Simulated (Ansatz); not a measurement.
# AlGa2As3: the cost of one run

Computed with Ansatz 0.2.0 (DFT PBE, scalar-relativistic, plane waves, PAW, unless a step's input says otherwise).

## Step 1: Starting point

Symmetry: P3m1, No. 156, trigonal system. The conventional cell has a = 3.884 Å, b = 3.884 Å, c = 9.515 Å, α = 90.00°, β = 90.00°, γ = 120.00°. Al (site symmetry 3m) is surrounded by 4 As at 2.38 Å. Around Ga (site symmetry 3m) lie 4 As at 2.38 Å. As (site symmetry 3m) is surrounded by 4 Ga at 2.38 Å. Around As (site symmetry 3m) lie 3 Ga at 2.38 Å and 1 Al at 2.38 Å. Around As (site symmetry 3m) lie 3 Al at 2.38 Å and 1 Ga at 2.38 Å.

Structure file:

```
CELL_PARAMETERS angstrom
3.88438 0.00000 0.00000
-1.94219 3.36397 0.00000
0.00000 0.00000 9.51475
ATOMIC_POSITIONS crystal
Al 0.33333 0.66667 0.66667
Ga 0.00000 0.00000 0.00000
Ga 0.66667 0.33333 0.33333
As 0.66667 0.33333 0.08333
As 0.33333 0.66667 0.41667
As 0.00000 0.00000 0.75000
```

The start is an ordering of an alloy on its end members' structure types: elements ordered on the sites of the AlAs type, Al/Ga on Al (P3m1, No. 156).

## Step 2: Probe: one point on a coarse mesh

input.yaml reads:

```yaml
crystal:
  lattice:
    - [3.8843796, 0.0, 0.0]
    - [-1.9421898, 3.36397141, 0.0]
    - [0.0, 0.0, 9.51474799]
  atoms:
    - { symbol: Al, position: [0.33333333, 0.66666667, 0.66666667] }
    - { symbol: Ga, position: [0.0, 0.0, 0.0] }
    - { symbol: Ga, position: [0.66666667, 0.33333333, 0.33333333] }
    - { symbol: As, position: [0.66666667, 0.33333333, 0.08333333] }
    - { symbol: As, position: [0.33333333, 0.66666667, 0.41666667] }
    - { symbol: As, position: [0.0, 0.0, 0.75] }
basis:
  ecutwfc: 420
kpoints:
  mp_grid: { grid: [6, 6, 2] }
hamiltonian:
  xc: pbe
scf:
  occupations: { method: gaussian, width: 0.1 }
  lower_state_search: "off"
output:
  forces: true
  stress: true
  eigenvalues: true
```

Run with:

```
> ansatz run input.yaml --threads 1 --pin off --max-ram 2560MiB --backend cpu --events-out ev --progress --plain --runs-dir out
```

What time and memory should one allow on 1 thread of Intel Xeon 6975P-C (Granite Rapids), shared host?

About 3.2 s, with a peak of 0.39 GiB.
